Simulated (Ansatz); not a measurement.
# In4O6F: the cost of one run

Computed with Ansatz 0.2.0 (DFT LDA, scalar-relativistic, plane waves, PAW, unless a step's input says otherwise).

1 further run of the same task is left out (set aside as unsound or not needed).

## (1) Starting point

The structure is trigonal, space group R-3c (No. 167). Conventional cell: a = 5.461 Å, b = 5.461 Å, c = 14.369 Å, α = 90.00°, β = 90.00°, γ = 120.00°. In (site symmetry 3) has 6 O at 2.11 to 2.24 Å as nearest neighbours. O (site symmetry 2) has 4 In at 2.11 to 2.24 Å as nearest neighbours.

As a file:

```
In O
1.0
     2.73050    1.57645    4.78976
    -2.73050    1.57645    4.78976
     0.00000   -3.15291    4.78976
In O
4 6
Direct
  0.35768 0.35768 0.35768
  0.14232 0.14232 0.14232
  0.64232 0.64232 0.64232
  0.85768 0.85768 0.85768
  0.54554 0.95446 0.25000
  0.25000 0.54554 0.95446
  0.95446 0.25000 0.54554
  0.45446 0.04554 0.75000
  0.75000 0.45446 0.04554
  0.04554 0.75000 0.45446
```

This cell was relaxed beforehand with the same method: volume 12.37 Å³/atom, gap on the mesh 1.29 eV.

## (2) What is varied

Atoms count from 1 in the order of the input.

A guest moved over a lattice plane through the rigid host; the plane is (1 0 1) of the conventional cell, half-way across the widest gap between atomic layers, origin above In3.

First coordinate, place of F11 along a1: 6 values from 0.000 to 0.833, periodic. Second coordinate, place of F11 along a2: 6 values from 0.000 to 0.833, periodic.

Nothing else is relaxed (host rigid, guest held in the plane). Points are written as (first, second).

The two vectors of the plane (Å): (2.730, -4.729, 0.000); (2.730, -1.576, -4.790).

## (3) Grid point (4/6, 0/6) of the map's two axes

The input, input.yaml:

```yaml
crystal:
  lattice:
    - [2.730497382, 1.5764533985, 4.7897588657]
    - [-2.730497382, 1.5764533985, 4.7897588657]
    - [0.0, -3.1529067971, 4.7897588657]
  atoms:
    - { symbol: In, position: [0.3576814434, 0.3576814434, 0.3576814434] }
    - { symbol: In, position: [0.1423185566, 0.1423185566, 0.1423185566] }
    - { symbol: In, position: [0.6423185566, 0.6423185566, 0.6423185566] }
    - { symbol: In, position: [0.8576814434, 0.8576814434, 0.8576814434] }
    - { symbol: O, position: [0.5455376713, 0.9544623287, 0.25] }
    - { symbol: O, position: [0.25, 0.5455376713, 0.9544623287] }
    - { symbol: O, position: [0.9544623287, 0.25, 0.5455376713] }
    - { symbol: O, position: [0.4544623287, 0.0455376713, 0.75] }
    - { symbol: O, position: [0.75, 0.4544623287, 0.0455376713] }
    - { symbol: O, position: [0.0455376713, 0.75, 0.4544623287] }
    - { symbol: F, position: [0.6961885405, -0.0433853165, 1.2899480168] }
total_charge: -1
basis:
  ecutwfc: 420
kpoints:
  mp_grid: { grid: [6, 6, 6] }
hamiltonian:
  xc: lda
  pseudopotentials: { kind: paw, azcp: { folder: soft_1 } }
scf:
  occupations: { method: gaussian, width: 0.05 }
output:
  forces: true
  stress: true
  eigenvalues: true
  write_density: true
  write_potential: true
  elf: true
  volumetric_format: npy
```

Launch:

```console
$ ansatz run input.yaml --threads 4 --pin off --max-ram 8192MiB --backend cpu --events-out ev --progress --plain --runs-dir out
```

Q: Estimate wall time and peak memory on 4 threads of Arm Neoverse V1, shared host.

About 42 s, with a peak of 0.82 GiB.
